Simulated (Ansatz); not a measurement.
Task: a rigid torsion scan of GeH8N2Si, SMILES N[SiH](N)[GeH3], with the Python package of Ansatz (0.2.0). Give the script and its output. Settings (for the species named): Hartree-Fock, def2-SVP basis, multiplicity 1.

```xyz
12

N    -1.0703    1.5711   -0.1830
Si    0.1063    0.5046    0.4838
N    -0.7084   -0.6415    1.5934
Ge    1.1984   -0.6513   -1.2377
H    -1.8344    1.0128   -0.6819
H    -1.5912    2.0913    0.6142
H     1.1506    1.2881    1.2152
H     0.1081   -1.2774    1.9338
H    -1.3373   -1.1955    1.0806
H     1.8093    0.3374   -2.1801
H     0.0412   -1.4780   -1.9777
H     2.2048   -1.6168   -0.6266
```

The script, `torsion.py`:
```python
from dataclasses import dataclass

import ansatz as az
from ase import Atoms


@dataclass
class Settings:
    basis: str = "def2-SVP"
    xc: str = "HF"
    fmax: float = 0.02


opts = Settings()


def main() -> None:
    atoms = Atoms(["N", "Si", "N", "Ge", "H", "H", "H", "H", "H", "H", "H", "H"], positions=[
        (-1.0703, 1.5711, -0.183),
        (0.1063, 0.5046, 0.4838),
        (-0.7084, -0.6415, 1.5934),
        (1.1984, -0.6513, -1.2377),
        (-1.8344, 1.0128, -0.6819),
        (-1.5912, 2.0913, 0.6142),
        (1.1506, 1.2881, 1.2152),
        (0.1081, -1.2774, 1.9338),
        (-1.3373, -1.1955, 1.0806),
        (1.8093, 0.3374, -2.1801),
        (0.0412, -1.478, -1.9777),
        (2.2048, -1.6168, -0.6266),
    ])

    first = (
        az.Crystal.molecule_from_ase(atoms).calculation()
        .basis(gaussian=opts.basis)
        .functional(opts.xc)
        .relax(force_tolerance=opts.fmax, max_steps=80)
    )
    atoms.positions = first.run(threads=1, pin="off").report["positions_ang"]

    start = atoms.get_dihedral(0, 1, 3, 9)
    energies = {}
    for turn in range(0, 121, 20):
        turned = atoms.copy()
        turned.set_dihedral(0, 1, 3, 9, start + turn, indices=[3, 9, 10, 11])
        calculation = az.Crystal.molecule_from_ase(turned).calculation().basis(gaussian=opts.basis).functional(opts.xc)
        energies[round((start + turn) % 360)] = calculation.run(threads=1, pin="off").report["free_energy_ev"]
    floor = min(energies.values())
    print("dihedral N0-Si1-Ge3-H9 (deg)   E - E(min) (eV)")
    for angle, e in sorted(energies.items()):
        print(f"{angle:8d} {(e - floor):14.3f}  " + "#" * int(30 * (e - floor) / max(max(energies.values()) - floor, 1e-9)))


if __name__ == "__main__":
    main()
```

```console
$ python torsion.py
dihedral N0-Si1-Ge3-H9 (deg)   E - E(min) (eV)
      53          0.000
      73          0.011  ########
      93          0.029  #######################
     113          0.037  ##############################
     133          0.027  #####################
     153          0.008  ######
     173          0.001
```

The scan is rigid and the energies are electronic, in a modest basis. With rigid groups the curve can differ much from the relaxed path, the start wasn't checked as a minimum of this torsion, and equivalent turns needn't return to the same energy. The whole script took 89 s on 1 thread of Arm Neoverse V2, on a shared host, peak memory 0.35 GiB.
